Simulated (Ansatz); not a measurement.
# C₆H₁₄FGa: how energies converge with the basis set

One table from this session's results is given with a row withheld; the runs are named, their logs left out.

Computed with Ansatz 0.2.0, Gaussian basis. Level: one geometry, several basis sets.

Plan: PBE0-D4/def2-SVP; ωB97M-V/def2-SVP; PBE0-D4/def2-QZVPP; ωB97M-V/def2-QZVPP; the functionals' def2-TZVPP values are taken from earlier runs.

## Structure used throughout

All runs share one geometry, relaxed beforehand with PBE0-D4 in a triple-zeta def2 set.

SMILES `C[CH](C)[Ga]([F])[CH](C)C`, 22 atoms, charge 0, spin multiplicity 1.

Atoms are counted from 1 here; the program's logs count them from 0.

Bond lengths: C1–C2 1.525 Å, C1–H9 1.094 Å, C1–H10 1.092 Å, C1–H11 1.096 Å, C2–C3 1.525 Å, C2–Ga4 1.980 Å, C2–H12 1.099 Å, C3–H13 1.093 Å, C3–H14 1.096 Å, C3–H15 1.095 Å, Ga4–F5 1.782 Å, Ga4–C6 1.979 Å, C6–C7 1.527 Å, C6–C8 1.523 Å, C6–H16 1.098 Å, C7–H17 1.096 Å, C7–H18 1.095 Å, C7–H19 1.092 Å and more. Angles: C2–C1–H9 111.5°, C2–C1–H10 112.0°, C2–C1–H11 110.7°, H9–C1–H10 107.3°, H9–C1–H11 106.9°, H10–C1–H11 108.1°, C1–C2–C3 112.0°, C1–C2–Ga4 111.0°, C1–C2–H12 108.0°, C3–C2–Ga4 113.2°, C3–C2–H12 108.2°, Ga4–C2–H12 103.9°, C2–C3–H13 112.5°, C2–C3–H14 110.8°, C2–C3–H15 111.6°, H13–C3–H14 107.4°, H13–C3–H15 107.3°, H14–C3–H15 106.8° and more.

Set-up of the first run:

Input file in.yaml:

```yaml
crystal:
  periodic: [false, false, false]
  atoms:
    - {symbol: C, position_ang: [0.078092, -1.377895, -2.637438]}
    - {symbol: C, position_ang: [0.862240, -0.785960, -1.470616]}
    - {symbol: C, position_ang: [1.286738, -1.852633, -0.467105]}
    - {symbol: Ga, position_ang: [-0.126251, 0.716299, -0.642967]}
    - {symbol: F, position_ang: [-1.068114, 1.625675, -1.851547]}
    - {symbol: C, position_ang: [-0.361999, 1.497139, 1.160061]}
    - {symbol: C, position_ang: [-1.848590, 1.600441, 1.493782]}
    - {symbol: C, position_ang: [0.417528, 0.777935, 2.253537]}
    - {symbol: H, position_ang: [-0.831129, -1.881367, -2.294376]}
    - {symbol: H, position_ang: [-0.224455, -0.614479, -3.356548]}
    - {symbol: H, position_ang: [0.677523, -2.127219, -3.167551]}
    - {symbol: H, position_ang: [1.768598, -0.314223, -1.875338]}
    - {symbol: H, position_ang: [1.895635, -1.445648, 0.344134]}
    - {symbol: H, position_ang: [1.874725, -2.637040, -0.957780]}
    - {symbol: H, position_ang: [0.421806, -2.344274, -0.010816]}
    - {symbol: H, position_ang: [0.031304, 2.517263, 1.059862]}
    - {symbol: H, position_ang: [-1.996956, 2.130380, 2.442004]}
    - {symbol: H, position_ang: [-2.305958, 0.612325, 1.609126]}
    - {symbol: H, position_ang: [-2.404996, 2.135202, 0.720986]}
    - {symbol: H, position_ang: [0.080819, -0.255899, 2.377086]}
    - {symbol: H, position_ang: [0.282028, 1.275456, 3.221147]}
    - {symbol: H, position_ang: [1.491421, 0.748522, 2.050371]}
basis:
  gaussian: {orbitals: def2-SVP}
hamiltonian: {xc: pbe0, dispersion: d4}
output: {orbitals: {seedname: orbitals}}
```

Started as:

```
$ ansatz run in.yaml --threads 4 --pin off --events-out ev --progress --plain --max-ram 46080MiB --backend cpu
```

Steps of the session up to this table: PBE0-D4 in def2-SVP; ωB97M-V in def2-SVP; PBE0-D4 in def2-QZVPP; ωB97M-V in def2-QZVPP.

One of the session's tables, all rows but one given; the rest of the session is left out.

It belongs to the step «Density functionals: the series». 

| functional | basis | HOMO (eV) |
| --- | --- | --- |
| PBE0-D4 | def2-SVP | -6.90 |
| PBE0-D4 | def2-TZVPP | -6.93 |
| PBE0-D4 | def2-QZVPP | -6.94 |
| ωB97M-V | def2-SVP | -9.04 |
| ωB97M-V | def2-TZVPP | ? |
| ωB97M-V | def2-QZVPP | -9.08 |

**Question.** Estimate the row for ωB97M-V, def2-TZVPP.

As computed: HOMO (eV): -9.06. In the column «HOMO (eV)» it lies between ωB97M-V, def2-QZVPP (-9.08) and ωB97M-V, def2-SVP (-9.04).
